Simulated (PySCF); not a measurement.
# Ways to converge the SCF of AlCd

Aim: find out which solver settings change the answer for AlCd.

Computed with PySCF 2.14.0. Level: each script names its method and basis.

6 further runs of the same task are left out: 6 that didn't finish.

## Step 1: The system as given

AlCd: 2 atoms, charge 0, spin multiplicity 2.

Bond lengths: Al1–Cd2 2.595 Å.

## Step 2: The run that the others are compared with

Input file input.py:

```python
from pyscf import gto, scf

mol = gto.M(
    atom='Al 0 0 0; Cd 0 0 2.595',
    basis='sbkjc',
    ecp={'Al': 'sbkjc', 'Cd': 'sbkjc'},
    charge=0,
    spin=1,
    symmetry=True,
    verbose=4,
)
mf = scf.UHF(mol)
mf = mf.newton()
mf.kernel()
mf.nuc_grad_method().kernel()
mf.dip_moment()
print('orbital energies (hartree):', [e[max(0, n-3):n+3].round(4) for e, n in zip(mf.mo_energy, mol.nelec)])
```

On the command line:

```console
python input.py
```

The log of this run is left out.

In short: E(SCF) = -165.010681 Eh, 6 macro-iterations, ⟨S²⟩ = 0.784, μ = 3.60 D, gradient on the second atom -0.0050 Eh/bohr.

The bond length is a typed value, not an optimised one.

## Step 3: Level shift 0.5 hartree

Variant 1 changes level shift: none → 0.5 hartree.

Input file input.py:

```python
from pyscf import gto, scf

mol = gto.M(
    atom='Al 0 0 0; Cd 0 0 2.595',
    basis='sbkjc',
    ecp={'Al': 'sbkjc', 'Cd': 'sbkjc'},
    charge=0,
    spin=1,
    symmetry=True,
    verbose=4,
)
mf = scf.UHF(mol)
mf.level_shift = 0.5
mf = mf.newton()
mf.kernel()
mf.nuc_grad_method().kernel()
mf.dip_moment()
print('orbital energies (hartree):', [e[max(0, n-3):n+3].round(4) for e, n in zip(mf.mo_energy, mol.nelec)])
```

On the command line:

```console
python input.py
```

## Step 4: Cycle limit 8

Variant 2 changes cycle limit: 50 → 8.

Edit input.py of step 2 so:

```diff
@@ -12,2 +12,3 @@
 mf = scf.UHF(mol)
+mf.max_cycle = 8
 mf = mf.newton()
```

## Step 5: Level shift -0.2 hartree

Variant 3 changes level shift: none → -0.2 hartree.

Edit input.py of step 2 so:

```diff
@@ -12,2 +12,3 @@
 mf = scf.UHF(mol)
+mf.level_shift = -0.2
 mf = mf.newton()
```

## Step 6: Damping 0.2

Variant 4 changes damping: none → 0.2.

Edit input.py of step 2 so:

```diff
@@ -12,2 +12,4 @@
 mf = scf.UHF(mol)
+mf.damp = 0.2
+mf.diis_start_cycle = 8
 mf = mf.newton()
```

What does the calculation give? Wanted: for each run, E(SCF); from base; gap, α spin; SCF dipole.

The runs gave:

| run | E(SCF) (hartree) | from base (eV) | cycles | gap, α spin (eV) | SCF dipole (D) |
| --- | --- | --- | --- | --- | --- |
| base | -165.010681 | 0 | 6 macro | -16.11 | 3.60 |
| level shift 0.5 hartree | -165.010681 | 0.0000 | 6 macro | -16.11 | 3.60 |
| cycle limit 8 | -165.010681 | 0.0000 | 6 macro | -16.11 | 3.60 |
| level shift -0.2 hartree | -165.010681 | 0.0000 | 6 macro | -16.11 | 3.60 |
| damping 0.2 | -165.010681 | 0.0000 | 6 macro | -16.11 | 3.60 |

Distance from each run's final energy (log10 hartree) by cycle:

| run | cycle 1 | cycle 2 | cycle 3 | cycle 5 | cycle 8 | cycle 12 |
| --- | --- | --- | --- | --- | --- | --- |
| base | 1.0 | 0.4 | -0.8 | < -11 | done | done |
| level shift 0.5 hartree | 1.0 | 0.4 | -0.8 | < -11 | done | done |
| cycle limit 8 | 1.0 | 0.4 | -0.8 | < -11 | done | done |
| level shift -0.2 hartree | 1.0 | 0.4 | -0.8 | < -11 | done | done |
| damping 0.2 | 1.0 | 0.4 | -0.8 | < -11 | done | done |

No change of the SCF energy comes from level shift 0.5 hartree or cycle limit 8 or level shift -0.2 hartree or damping 0.2. The cycles with level shift 0.5 hartree or level shift -0.2 hartree or damping 0.2 repeat those of the base digit for digit, so the setting never acted.
